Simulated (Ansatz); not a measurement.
**BFH₂Se: how energies converge with the basis set**

An exercise on one series of results from a longer session: the logs are not shown, and one member is left open.

Method: one geometry, several basis sets; program: Ansatz 0.2.0, Gaussian basis.

Levels to be run: PBE0-D4/def2-SVP; ωB97M-V/def2-SVP; PBE0-D4/def2-QZVPP; ωB97M-V/def2-QZVPP; the functionals' def2-TZVPP values are taken from earlier runs.

### The geometry

An earlier PBE0-D4 in a triple-zeta def2 set relaxation fixed the geometry.

SMILES `FB[SeH]`, 5 atoms, charge 0, spin multiplicity 1.

Atoms are counted from 1 here; the program's logs count them from 0.

Bond lengths: F1–B2 1.320 Å, B2–Se3 1.934 Å, B2–H4 1.193 Å, Se3–H5 1.467 Å. Angles: F1–B2–Se3 118.0°, F1–B2–H4 119.8°, Se3–B2–H4 122.2°, B2–Se3–H5 93.3°.

Set-up of the first run:

The input, in.yaml:

```yaml
crystal:
  periodic: [false, false, false]
  atoms:
    - {symbol: F, position_ang: [-0.285900, -1.627166, 0.824315]}
    - {symbol: B, position_ang: [-0.277503, -0.532157, 0.086991]}
    - {symbol: Se, position_ang: [1.102213, 0.780013, 0.426212]}
    - {symbol: H, position_ang: [-1.106882, -0.379256, -0.757477]}
    - {symbol: H, position_ang: [0.617971, 1.684965, -0.621442]}
basis:
  gaussian: {orbitals: def2-SVP}
hamiltonian: {xc: pbe0, dispersion: d4}
output: {orbitals: {seedname: orbitals}}
```

Among the steps run: PBE0-D4 in def2-SVP; ωB97M-V in def2-SVP; PBE0-D4 in def2-QZVPP; ωB97M-V in def2-QZVPP.

One of the session's tables, all rows but one given; the rest of the session is left out.

It belongs to the step «Functionals by basis». 

```
functional       basis  HOMO (eV)
   PBE0-D4    def2-SVP      -7.68
   PBE0-D4  def2-TZVPP      -7.80
   PBE0-D4  def2-QZVPP      -7.81
   ωB97M-V    def2-SVP      -9.80
   ωB97M-V  def2-TZVPP      -9.93
   ωB97M-V  def2-QZVPP          ?
```

Q: Estimate the row for ωB97M-V, def2-QZVPP from the others.

As computed: HOMO (eV): -9.94. In the column «HOMO (eV)» it is the lowest.
